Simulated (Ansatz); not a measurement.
**CH2STe (SMILES S=C[TeH]): functionals against CCSD(T) at one geometry**

One table from this session's results is given with a row withheld; the runs are named, their logs left out.

Computed with Ansatz 0.2.0, Gaussian basis. Level: single points in def2-TZVPP.

Cores are frozen in the correlated methods. Filled d shells of the heavier atoms are correlated. Core potentials replace the inner electrons past krypton, and spin-orbit coupling is left out.

## The starting structure

5 atoms, charge 0, spin multiplicity 1.

Atoms are counted from 1 here; the program's logs count them from 0.

Bond lengths: S1–C2 1.660 Å, C2–Te3 1.983 Å, C2–H4 0.940 Å, Te3–H5 1.766 Å. Angles: S1–C2–Te3 120.7°, S1–C2–H4 125.5°, Te3–C2–H4 113.8°, C2–Te3–H5 90.8°.

Geometry (Å):

```xyz
5
charge 0, multiplicity 1
S    -0.84660   -1.89300   -0.68020
C    -0.34960   -0.49680    0.06860
Te    0.93550    0.72560   -0.81890
H    -0.64260   -0.19420    0.90940
H     0.88140    1.82350    0.56330
```

Set-up of the first run:

Input file run/in.yaml:

```yaml
crystal:
  periodic: [false, false, false]
  atoms:
    - {symbol: S, position_ang: [-0.846600, -1.893000, -0.680200]}
    - {symbol: C, position_ang: [-0.349600, -0.496800, 0.068600]}
    - {symbol: Te, position_ang: [0.935500, 0.725600, -0.818900]}
    - {symbol: H, position_ang: [-0.642600, -0.194200, 0.909400]}
    - {symbol: H, position_ang: [0.881400, 1.823500, 0.563300]}
basis:
  gaussian: {orbitals: def2-TZVPP}
correlation: {method: ccsd_t}
output: {forces: true}
```

The command line of these runs was not kept.

Among the steps run: CCSD(T)/def2-TZVPP; PBE0-D4/def2-TZVPP; wB97M-V/def2-TZVPP; r2SCAN-D4/def2-TZVPP; PBE-D4/def2-TZVPP; wB97X-V/def2-TZVPP; revPBE-D4/def2-TZVPP.

One table of the session follows, with a row left open; its other results are not shown here.

```
   method  RMS force component (eV/Å)  angle to CCSD(T) forces (°)  dipole (D)
  CCSD(T)                       3.025                    reference        2.27
  PBE0-D4                       3.129                          3.5        2.64
  wB97M-V                       3.110                          4.1        2.43
r2SCAN-D4                       3.060                          2.2        2.72
   PBE-D4                       3.063                          3.2        2.59
  wB97X-V                       3.200                          4.2        2.54
revPBE-D4                           ?                            ?           ?
```

**Question.** Estimate the row for revPBE-D4.

**Answer.** RMS force component (eV/Å): 3.049; angle to CCSD(T) forces (°): 3.6; dipole (D): 2.57. In the column «RMS force component (eV/Å)» it lies between CCSD(T) (3.025) and r2SCAN-D4 (3.060).
